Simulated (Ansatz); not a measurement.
# BF3H2O: the cost of one run

Computed with Ansatz 0.2.0, Gaussian basis. Level: PBE0-D4/def2-SVP.

116 further runs of the same task are left out: 116 set aside as unsound or not needed.

## 1. Where the work starts

The start, a pair relaxed at PBE0-D4: SMILES `O.FB(F)F`, 7 atoms, charge 0, spin multiplicity 1.

Atoms are counted from 1 here; the program's logs count them from 0.

Bond lengths: O1–H2 0.965 Å, O1–H3 0.965 Å, F4–B5 1.352 Å, B5–F6 1.337 Å, B5–F7 1.352 Å. Angles: H2–O1–H3 107.8°, F4–B5–F6 116.6°, F4–B5–F7 116.2°, F6–B5–F7 116.6°.

Coordinates:

```xyz
7
charge 0, multiplicity 1
O    -0.2095   -0.2184   -1.0015
H     0.6538   -0.1905   -1.4314
H    -0.7145    0.5453   -1.3058
F     1.3857    0.0075    0.7905
B     0.0361   -0.0607    0.7480
F    -0.5232   -1.1777    1.2249
F    -0.6284    1.0946    0.9753
```

## 2. Dynamics

Contents of md/in.yaml:

```yaml
crystal:
  periodic: [false, false, false]
  atoms:
    - {symbol: O, position_ang: [-0.209511, -0.218403, -1.001490]}
    - {symbol: H, position_ang: [0.653760, -0.190488, -1.431416]}
    - {symbol: H, position_ang: [-0.714515, 0.545265, -1.305848]}
    - {symbol: F, position_ang: [1.385667, 0.007484, 0.790478]}
    - {symbol: B, position_ang: [0.036072, -0.060652, 0.747953]}
    - {symbol: F, position_ang: [-0.523196, -1.177741, 1.224878]}
    - {symbol: F, position_ang: [-0.628378, 1.094634, 0.975345]}
basis:
  gaussian: {orbitals: def2-SVP}
hamiltonian: {xc: pbe0, dispersion: d4}
md: {n_steps: 30, timestep: 0.5, temperature: 500, ensemble: nve, seed: 260, initial_velocities: maxwell_boltzmann}
```

On the command line:

```bash
ansatz run in.yaml --threads 4 --pin off --events-out ev --progress --plain --max-ram 9574MiB
```

**Question.** How long does this run take on 4 threads of Arm Neoverse V1, shared host?

About 24 s.
